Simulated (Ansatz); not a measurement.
# CH₆AlNSi: basis-set convergence

The task here is to estimate one member of a computed series from the others.

The runs use Ansatz 0.2.0, Gaussian basis; one geometry, several basis sets.

Plan: PBE0-D4/def2-SVP; ωB97M-V/def2-SVP; PBE0-D4/def2-QZVPP; ωB97M-V/def2-QZVPP; the functionals' def2-TZVPP values are taken from earlier runs.

## Structure used throughout

All runs share one geometry, relaxed beforehand with PBE0-D4 in a triple-zeta def2 set.

SMILES `[AlH2]/[N]=C\[SiH3]`, 10 atoms, charge 0, spin multiplicity 1.

Atoms are counted from 1 here; the program's logs count them from 0.

Bond lengths: Al1–N2 1.750 Å, Al1–H5 1.579 Å, Al1–H6 1.579 Å, N2–C3 1.249 Å, C3–Si4 1.903 Å, C3–H7 1.107 Å, Si4–H8 1.488 Å, Si4–H9 1.488 Å, Si4–H10 1.483 Å. Angles: N2–Al1–H5 116.9°, N2–Al1–H6 116.9°, H5–Al1–H6 126.1°, Al1–N2–C3 177.0°, N2–C3–Si4 123.0°, N2–C3–H7 119.8°, Si4–C3–H7 117.2°, C3–Si4–H8 109.4°, C3–Si4–H9 109.4°, C3–Si4–H10 108.7°, H8–Si4–H9 108.0°, H8–Si4–H10 110.6°, H9–Si4–H10 110.6°.

Set-up of the first run:

in.yaml

```yaml
crystal:
  periodic: [false, false, false]
  atoms:
    - {symbol: Al, position_ang: [-0.801121, 2.183465, -0.771802]}
    - {symbol: N, position_ang: [-0.589944, 0.458631, -0.561592]}
    - {symbol: C, position_ang: [-0.390935, -0.758916, -0.367941]}
    - {symbol: Si, position_ang: [0.911583, -1.414691, 0.854879]}
    - {symbol: H, position_ang: [0.069193, 2.879539, -1.890826]}
    - {symbol: H, position_ang: [-1.855451, 2.894711, 0.164531]}
    - {symbol: H, position_ang: [-0.988007, -1.509202, -0.921944]}
    - {symbol: H, position_ang: [0.242906, -2.252899, 1.887020]}
    - {symbol: H, position_ang: [1.886527, -2.271511, 0.126633]}
    - {symbol: H, position_ang: [1.598249, -0.260426, 1.483942]}
basis:
  gaussian: {orbitals: def2-SVP}
hamiltonian: {xc: pbe0, dispersion: d4}
output: {orbitals: {seedname: orbitals}}
```

Steps of the session up to this table: PBE0-D4 in def2-SVP; ωB97M-V in def2-SVP; PBE0-D4 in def2-QZVPP; ωB97M-V in def2-QZVPP.

One table of the session follows, with a row left open; its other results are not shown here.

It belongs to the step «Functionals by basis». 

```
functional       basis  HOMO (eV)
   PBE0-D4    def2-SVP      -6.43
   PBE0-D4  def2-TZVPP          ?
   PBE0-D4  def2-QZVPP      -6.46
   ωB97M-V    def2-SVP      -8.59
   ωB97M-V  def2-TZVPP      -8.66
   ωB97M-V  def2-QZVPP      -8.67
```

Q: Estimate the row for PBE0-D4, def2-TZVPP from the others.

As computed: HOMO (eV): -6.45. In the column «HOMO (eV)» it lies between PBE0-D4, def2-QZVPP (-6.46) and PBE0-D4, def2-SVP (-6.43).
